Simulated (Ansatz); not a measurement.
# AlGaHCl (triplet): from Hartree-Fock to the top rungs, cc-pVDZ

Aim: climb from Hartree-Fock through coupled cluster and multireference methods for AlGaHCl (triplet) at one geometry and basis, and see what each rung misses.

The runs use Ansatz 0.2.0, Gaussian basis; cc-pVDZ, core rule «outside noble gas», up to 24 orbitals frozen.

To be run: UHF; CCSD(T) on ROHF; CCSD(T) on UHF; BCCD(T) on ROHF; CISD as a restricted active space (open shells left free, so some higher excitations enter); CCSDT(Q) on ROHF; CCSDT(Q) on UHF; CASSCF and NEVPT2, 10 electrons in 10 orbitals.

21 further runs of the same task are left out: 1 for a known fault of the program, 7 that didn't finish, 13 set aside as unsound or not needed. Runs told in other sessions of the task aren't counted.

## (1) The geometry

The geometry is a PBE0/def2-TZVP stationary point (not a proven minimum) of the parent state, kept for this charge and spin. No spin-orbit coupling is included. The filled d shell of Ga may be among the frozen orbitals whatever the setting's name suggests.

4 atoms, charge 0, spin multiplicity 3.

Atoms are counted from 1 here; the program's logs count them from 0.

Bond lengths: Al1–Ga2 2.726 Å, Al1–H4 1.642 Å, Ga2–Cl3 2.183 Å. Angles: Ga2–Al1–H4 96.0°, Al1–Ga2–Cl3 137.1°.

## (2) UHF

The input, in.yaml:

```yaml
crystal:
  periodic: [false, false, false]
  atoms:
    - {symbol: Al, position_ang: [0.000000, -0.534823, 2.550449]}
    - {symbol: Ga, position_ang: [0.000000, 0.411320, -0.006530]}
    - {symbol: Cl, position_ang: [0.000000, -0.428549, -2.021345]}
    - {symbol: H, position_ang: [0.000000, 0.937760, 3.277007]}
basis:
  gaussian: {orbitals: cc-pVDZ}
magnetization: {spin_polarized: true, initial_magnetization: 2}
hamiltonian: {xc: hf}
output: {orbitals: {seedname: orbitals}}
```

Started as:

```sh
> ansatz run in.yaml --threads 1 --pin off --events-out ev --progress --plain --max-ram 2393MiB
```

Further steps of the session: CCSD(T) on ROHF; CCSD(T) on UHF; BCCD(T) on ROHF; CISD as a restricted active space (open shells left free, so some higher excitations enter); CCSDT(Q) on ROHF; CCSDT(Q) on UHF; CASSCF and NEVPT2, 10 electrons in 10 orbitals.

**Question.** What will the summary of the whole plan be? Wanted: UCCSDT(Q) from the RHF energy; RMP2 from UCCSDT(Q); UMP2 from UCCSDT(Q); RCCSD from UCCSDT(Q); RCCSD(T) from UCCSDT(Q); UCCSD(T) from UCCSDT(Q); RCCSDT(Q) from UCCSDT(Q); T1 diagnostic.

As calculated:

| quantity | value |
| --- | --- |
| UCCSDT(Q) from the ROHF energy | -7.4196 eV |
| RMP2 from UCCSDT(Q) | +122.2 kJ/mol |
| UMP2 from UCCSDT(Q) | +123.1 kJ/mol |
| RCCSD from UCCSDT(Q) | +27.3 kJ/mol |
| RCCSD(T) from UCCSDT(Q) | +6.4 kJ/mol |
| UCCSD(T) from UCCSDT(Q) | +6.4 kJ/mol |
| RCCSDT(Q) from UCCSDT(Q) | +0.2 kJ/mol |
| levels within 1 kcal/mol (43 meV) | RCCSDT, UCCSDT, RCCSDT(Q) |
| T1 diagnostic | 0.030 |

**Reading.** RCCSD(T) misses by +6.4 kJ/mol, 0.9 % of the correlation energy. These misses are within one basis, not against nature; the frozen cores of restricted and unrestricted runs differ, which can shift their rows.
